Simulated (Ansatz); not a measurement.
# CH7GaSSi: basis-set convergence

The task here is to estimate one member of a computed series from the others.

The runs use Ansatz 0.2.0, Gaussian basis; one geometry, several basis sets.

The runs, in order: PBE0-D4/def2-SVP; ωB97M-V/def2-SVP; PBE0-D4/def2-QZVPP; ωB97M-V/def2-QZVPP; the functionals' def2-TZVPP values are taken from earlier runs.

**The geometry**

All runs share one geometry, relaxed beforehand with PBE0-D4 in a triple-zeta def2 set.

SMILES `[SiH3]C[S][GaH2]`, 11 atoms, charge 0, spin multiplicity 1.

Atoms are counted from 1 here; the program's logs count them from 0.

Bond lengths: Si1–C2 1.878 Å, Si1–H5 1.484 Å, Si1–H6 1.490 Å, Si1–H7 1.488 Å, C2–S3 1.826 Å, C2–H8 1.092 Å, C2–H9 1.091 Å, S3–Ga4 2.191 Å, Ga4–H10 1.558 Å, Ga4–H11 1.563 Å. Angles: C2–Si1–H5 109.6°, C2–Si1–H6 111.1°, C2–Si1–H7 108.6°, H5–Si1–H6 109.3°, H5–Si1–H7 109.2°, H6–Si1–H7 109.0°, Si1–C2–S3 109.7°, Si1–C2–H8 110.8°, Si1–C2–H9 111.5°, S3–C2–H8 106.6°, S3–C2–H9 110.7°, H8–C2–H9 107.4°, C2–S3–Ga4 102.8°, S3–Ga4–H10 115.9°, S3–Ga4–H11 116.9°, H10–Ga4–H11 127.2°.

As a file:

```mol
CH7GaSSi
  3D, bonds by distance, orders not assigned

 11 10  0  0  0  0  0  0  0  0999 V2000
   -1.1718    1.1541    0.0548 Si  0  0
    0.6471    0.8607    0.4176 C   0  0
    1.4041   -0.0798   -0.9525 S   0  0
    0.8189   -2.1441   -0.5066 Ga  0  0
   -1.3118    1.8809   -1.2319 H   0  0
   -1.8148    1.9465    1.1409 H   0  0
   -1.8534   -0.1638   -0.0524 H   0  0
    1.1876    1.8078    0.4816 H   0  0
    0.7872    0.3403    1.3665 H   0  0
    1.2491   -3.2142   -1.5547 H   0  0
    0.0577   -2.3884    0.8365 H   0  0
  1  2  8  0
  2  3  8  0
  3  4  8  0
  1  5  8  0
  1  6  8  0
  1  7  8  0
  2  8  8  0
  2  9  8  0
  4 10  8  0
  4 11  8  0
M  END
```

The first run:

Input file in.yaml:

```yaml
crystal:
  periodic: [false, false, false]
  atoms:
    - {symbol: Si, position_ang: [-1.171758, 1.154114, 0.054812]}
    - {symbol: C, position_ang: [0.647084, 0.860695, 0.417647]}
    - {symbol: S, position_ang: [1.404127, -0.079796, -0.952450]}
    - {symbol: Ga, position_ang: [0.818932, -2.144065, -0.506636]}
    - {symbol: H, position_ang: [-1.311817, 1.880899, -1.231861]}
    - {symbol: H, position_ang: [-1.814757, 1.946496, 1.140873]}
    - {symbol: H, position_ang: [-1.853371, -0.163835, -0.052365]}
    - {symbol: H, position_ang: [1.187592, 1.807791, 0.481608]}
    - {symbol: H, position_ang: [0.787170, 0.340288, 1.366498]}
    - {symbol: H, position_ang: [1.249148, -3.214232, -1.554665]}
    - {symbol: H, position_ang: [0.057660, -2.388354, 0.836548]}
basis:
  gaussian: {orbitals: def2-SVP}
hamiltonian: {xc: pbe0, dispersion: d4}
output: {orbitals: {seedname: orbitals}}
```

Started as:

```console
> ansatz run in.yaml --threads 2 --pin off --events-out ev --progress --plain --max-ram 32768MiB --backend cpu
```

Steps of the session up to this table: PBE0-D4 in def2-SVP; ωB97M-V in def2-SVP; PBE0-D4 in def2-QZVPP; ωB97M-V in def2-QZVPP.

One table of the session follows, with a row left open; its other results are not shown here.

| functional | basis | HOMO (eV) | LUMO (eV) |
| --- | --- | --- | --- |
| PBE0-D4 | def2-SVP | ? | ? |
| PBE0-D4 | def2-TZVPP | -7.02 | -1.47 |
| PBE0-D4 | def2-QZVPP | -7.03 | -1.51 |
| ωB97M-V | def2-SVP | -9.07 | 0.34 |
| ωB97M-V | def2-TZVPP | -9.14 | 0.22 |
| ωB97M-V | def2-QZVPP | -9.15 | 0.07 |

Estimate the missing values for PBE0-D4, def2-SVP.

**Answer.** HOMO (eV): -7.00; LUMO (eV): -1.41. In the column «HOMO (eV)» it is the highest.
